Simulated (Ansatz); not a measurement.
# ScPt: response to strain

ScPt is deformed so: equal xx and yy strain of +2 %. What stress and forces result, by LAPW, PAW and all-electron datasets made for the crystal?

Method: DFT LDA, scalar-relativistic, in Ansatz 0.2.0.

### Step 1. The structure to begin with

Symmetry: Pm-3m, No. 221, cubic system. The conventional cell has a = 3.270 Å, b = 3.270 Å, c = 3.270 Å, α = 90.00°, β = 90.00°, γ = 90.00°. Around Sc (site symmetry m-3m) lie 8 Pt at 2.83 Å. Pt (site symmetry m-3m) has 8 Sc at 2.83 Å as nearest neighbours.

As a file:

```xyz
2
Lattice="3.2700 0.0000 0.0000 0.0000 3.2700 0.0000 0.0000 0.0000 3.2700" Properties=species:S:1:pos:R:3 pbc="T T T"
Sc    1.6350    1.6350    1.6350
Pt    0.0000    0.0000    0.0000
```

Atoms are numbered in the order of the input: Sc1, Pt2.

### Step 2. The deformed structure

Space group Pm-3m before, P4/mmm after.

### Step 3. LAPW, all electrons

Contents of input.yaml:

```yaml
crystal:
  lattice:
    - [3.3354, 0.0, 0.0]
    - [0.0, 3.3354, 0.0]
    - [0.0, 0.0, 3.27]
  atoms:
    - { symbol: Sc, position: [0.5, 0.5, 0.5] }
    - { symbol: Pt, position: [0.0, 0.0, 0.0] }
kpoints:
  mp_grid: { grid: [10, 10, 10] }
  band_path:
    path:
      - [0.0, 0.0, 0.0]
      - [0.0, 0.5, 0.0]
      - [0.5, 0.5, 0.0]
      - [0.0, 0.0, 0.0]
      - [0.0, 0.0, 0.5]
      - [0.0, 0.5, 0.5]
      - [0.5, 0.5, 0.5]
      - [0.0, 0.0, 0.5]
      - [0.0, 0.5, 0.0]
    npoints: 5
scf:
  occupations: { method: fermi_dirac, width: 0.05 }
hamiltonian:
  xc: lda
  pseudopotentials: { kind: all_electron, lapw: { basis_error: 0.00025 } }
output:
  forces: true
  stress: true
  eigenvalues: true
```

The run is started by

```console
ansatz run input.yaml --threads 1 --pin off --max-ram 3072MiB --backend cpu --events-out ev --progress --plain --runs-dir out
```

### Step 4. PAW on the default files

Contents of input.yaml:

```yaml
crystal:
  lattice:
    - [3.3354, 0.0, 0.0]
    - [0.0, 3.3354, 0.0]
    - [0.0, 0.0, 3.27]
  atoms:
    - { symbol: Sc, position: [0.5, 0.5, 0.5] }
    - { symbol: Pt, position: [0.0, 0.0, 0.0] }
kpoints:
  mp_grid: { grid: [10, 10, 10] }
scf:
  occupations: { method: fermi_dirac, width: 0.05 }
hamiltonian:
  xc: lda
  pseudopotentials: { kind: paw }
output:
  forces: true
  stress: true
  eigenvalues: true
  efg: { contact_densities: true }
```

### Step 5. All-electron PAW on datasets made for the crystal

input.yaml: that of step 4 with these lines changed.

```diff
@@ -14,3 +14,3 @@
   xc: lda
-  pseudopotentials: { kind: paw }
+  pseudopotentials: { kind: all_electron, datasets: crystal }
 output:
```

(Steps that only read results are left out.)

What does the calculation give? Wanted: pressure; largest shear or deviatoric stress.

The runs gave:

| quantity | value |
| --- | --- |
| pressure | LAPW -10.43, PAW -10.45, crystal datasets -10.43 GPa |
| largest shear or deviatoric stress (LAPW) | 0.05 GPa |

**Reading.** The largest part of the stress beyond the pressure is 0.05 GPa in size, in the zz component; the atoms are carried along and not relaxed. No run of the undeformed cell stands beside it, so the pressure holds what the given cell had before the change. PAW: stress within 0.02 GPa of LAPW. Crystal datasets: stress within 0.01 GPa of LAPW. Spin-orbit coupling is left out, though the cell holds Pt; in elements this heavy it can shift bands and gaps by tenths of an eV.
